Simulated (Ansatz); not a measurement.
# In3GaP4: the cell at several levels of theory

How does the equilibrium cell of an ordered 8-atom cell of In3GaP4 on the zincblende lattice (Cm) depend on the functional? It is relaxed with PBE and r2SCAN. This is a trial cell built on a prototype, not taken from a measured structure, and it needn't be the compound's ground state.

The runs shown are made with Ansatz 0.2.0. PAW datasets, plane waves, zero pressure. Note: simulated data, non-magnetic, for a generated structure that need not be the stable one.

### 1 Starting point

This is the cell as the run starts from it, not yet at rest; its lengths are not the crystal's.

Space group Cm (No. 8), monoclinic; a = 13.019 Å, b = 3.925 Å, c = 6.799 Å, β = 100.0° in the conventional setting, 21.38 Å³ an atom. Ga has 4 P at 2.40 Å; In has 4 P at 2.40 Å; P has 2 Ga at 2.40 Å and 2 In at 2.40 Å.

The structure in full:

```
CELL_PARAMETERS angstrom
6.50945 -1.96267 0.00000
6.50945 1.96267 0.00000
-1.18354 0.00000 6.69510
ATOMIC_POSITIONS crystal
Ga 0.00000 0.00000 0.00000
In 0.50000 0.50000 0.50000
In 0.25000 0.25000 0.75000
In 0.75000 0.75000 0.25000
P 0.56250 0.56250 0.18750
P 0.06250 0.06250 0.68750
P 0.81250 0.81250 0.93750
P 0.31250 0.31250 0.43750
```

### 2 PBE: cell and atoms

File input.yaml:

```yaml
crystal:
  lattice:
    - [6.509453472, -1.9626740688, 0.0]
    - [6.509453472, 1.9626740688, 0.0]
    - [-1.1835369949, 0.0, 6.6950962791]
  atoms:
    - { symbol: Ga, position: [0.0, 0.0, 0.0] }
    - { symbol: In, position: [0.5, 0.5, 0.5] }
    - { symbol: In, position: [0.25, 0.25, 0.75] }
    - { symbol: In, position: [0.75, 0.75, 0.25] }
    - { symbol: P, position: [0.5625, 0.5625, 0.1875] }
    - { symbol: P, position: [0.0625, 0.0625, 0.6875] }
    - { symbol: P, position: [0.8125, 0.8125, 0.9375] }
    - { symbol: P, position: [0.3125, 0.3125, 0.4375] }
kpoints:
  mp_grid: { grid: [6, 6, 4] }
hamiltonian:
  xc: pbe
scf:
  occupations: { method: fermi_dirac, width: 0.02 }
relax:
  f_tol: 0.005
  cell: {}
```

Launch:

```
$ ansatz run input.yaml --threads 4 --pin off --max-ram 6451MiB --backend cpu --events-out ev --progress --plain --runs-dir out
```

The runs that follow: Relaxing with r2SCAN.

Q: Predict the outcome of this session. Wanted: for each run, a; b; c; β; volume; space group; SCF geometries.

The runs gave:

| level | a (Å) | b (Å) | c (Å) | β (°) | volume (Å³/atom) | space group | SCF geometries |
| --- | --- | --- | --- | --- | --- | --- | --- |
| r2SCAN | 13.587 | 4.092 | 7.103 | 99.915 | 24.312 | Cm | 5 |

The first relaxation changed the volume by +13.7 % from the start.
